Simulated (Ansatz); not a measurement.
**CH₃InO₂: up Jacob's ladder to CCSD(T)**

Aim: compute CH₃InO₂ with functionals from several rungs and with coupled cluster, and see how far each lands from CCSD(T) at the basis-set limit for the atomisation energy.

Computed with Ansatz 0.2.0, Gaussian basis. Level: functionals in def2-TZVPP, the program's frozen cores in correlated methods.

Plan: LDA (SPW92), PBE-D4, revPBE-D4, BLYP-D4, r2SCAN-D4, B97M-V, PBE0-D4, B3LYP-D4, r2SCANh-D4, r2SCAN0-D4, HSE06-D4, BHLYP-D4, CAM-B3LYP-D4, LC-ωPBE, ωB97X-V, ωB97M-V, B2PLYP, PBE-QIDH; CCSD(T)/def2-SVP; CCSD(T)/def2-TZVPP; MP2/def2-QZVPP; extrapolation to the limit; RPA on PBE.

## Step 1: The geometry

The geometry comes from an earlier relaxation with PBE0-D4 in a triple-zeta def2 set; it is a stationary point, not always the lowest conformer. In takes the def2 core potential; no spin-orbit term is included.

7 atoms, charge 0, spin multiplicity 1.

Atoms are counted from 1 here; the program's logs count them from 0.

Bond lengths: O1–C3 1.455 Å, O1–H5 0.961 Å, In2–O4 2.094 Å, C3–O4 1.343 Å, C3–H6 1.104 Å, C3–H7 1.105 Å. Angles: C3–O1–H5 111.1°, O1–C3–O4 107.2°, O1–C3–H6 107.6°, O1–C3–H7 107.7°, O4–C3–H6 112.5°, O4–C3–H7 112.9°, H6–C3–H7 108.7°, In2–O4–C3 112.7°.

Geometry (Å):

```
O    -0.7215    0.6869   -0.0599
In   -0.8753   -1.0329   -2.0567
C     0.3910   -0.1391    0.3845
O     0.4852   -1.1706   -0.4703
H    -0.6887    1.5580    0.3453
H     0.1744   -0.4647    1.4165
H     1.2962    0.4947    0.3949
```

## Step 2: LDA

This LDA is Slater exchange with PW92 correlation.

Input file in.yaml:

```yaml
crystal:
  periodic: [false, false, false]
  atoms:
    - {symbol: O, position_ang: [-0.721517, 0.686880, -0.059909]}
    - {symbol: In, position_ang: [-0.875343, -1.032927, -2.056705]}
    - {symbol: C, position_ang: [0.390961, -0.139140, 0.384485]}
    - {symbol: O, position_ang: [0.485212, -1.170633, -0.470305]}
    - {symbol: H, position_ang: [-0.688723, 1.557973, 0.345302]}
    - {symbol: H, position_ang: [0.174440, -0.464711, 1.416523]}
    - {symbol: H, position_ang: [1.296172, 0.494659, 0.394908]}
basis:
  gaussian: {orbitals: def2-TZVPP}
hamiltonian: {xc: lda}
output: {orbitals: {seedname: orbitals}}
```

Run with:

```console
ansatz run in.yaml --threads 2 --pin off --events-out ev --progress --plain --max-ram 4352MiB
```

The runs that follow: PBE-D4 (GGA); revPBE-D4 (GGA); BLYP-D4 (GGA); r2SCAN-D4 (meta-GGA); B97M-V (meta-GGA); PBE0-D4 (hybrid); B3LYP-D4 (hybrid); r2SCANh-D4 (hybrid); r2SCAN0-D4 (hybrid); HSE06-D4 (hybrid); BHLYP-D4 (hybrid); CAM-B3LYP-D4 (range-separated); LC-ωPBE (range-separated); ωB97X-V (range-separated); ωB97M-V (range-separated); B2PLYP (double hybrid); PBE-QIDH (double hybrid); CCSD(T) in def2-SVP; CCSD(T) in def2-TZVPP; MP2 in def2-QZVPP; RPA on PBE orbitals.

Before running them: what should the planned runs give, taken together? Wanted: atomisation energy, CCSD(T)/CBS; farthest beyond LDA; mean size of error, GGA; mean size of error, meta-GGA; mean size of error, hybrid; mean size of error, range-separated; mean size of error, double hybrid; gap, smallest and largest; T1 diagnostic.

As calculated:

| quantity | value |
| --- | --- |
| atomisation energy, CCSD(T)/CBS | 601.8 kcal/mol |
| functionals within 6.0 kcal/mol (1.0 %) | revPBE-D4, BLYP-D4, r2SCAN-D4, B97M-V, CAM-B3LYP-D4, ωB97X-V, ωB97M-V |
| farthest beyond LDA | BHLYP-D4 (-35.1 kcal/mol) |
| mean size of error, GGA | 6.8 kcal/mol |
| mean size of error, meta-GGA | 3.4 kcal/mol |
| mean size of error, hybrid | 13.9 kcal/mol |
| mean size of error, range-separated | 3.8 kcal/mol |
| mean size of error, double hybrid | 12.0 kcal/mol |
| gap, smallest and largest | 3.59 eV (BLYP-D4), 9.56 eV (LC-ωPBE) |
| T1 diagnostic | 0.0166 |
| triples share of the correlation energy | 3.5 % |

The LDA atomisation energy is off by 105.2 kcal/mol (17 %): it overbinds. PBE-D4 is off by +15.0 kcal/mol. Double hybrids carry the basis error of their MP2 part in triple zeta, and no dispersion term here, so their miss is partly the set-up's. The rungs meta-GGA, range-separated miss on average by less than the doubt on the reference (6.0 kcal/mol), so they tie. Misses under about 6.0 kcal/mol are within the doubt on the reference itself, which lacks core-valence correlation, spin-orbit coupling and higher excitations, and its outer-core shells are covered unevenly. All levels share the lack of spin-orbit coupling, which lowers the free heavy atoms and so the true binding. Hartree-Fock recovers 66 % of the binding; the rest is correlation. CCSD(T) in def2-SVP is off by -42.0 kcal/mol, more than most functionals: a good method in a small basis is no reference. Orbital gaps span 3.6 to 9.6 eV; exact exchange widens them. Correlated methods include outer-core shells of In, which these sets cover unevenly.
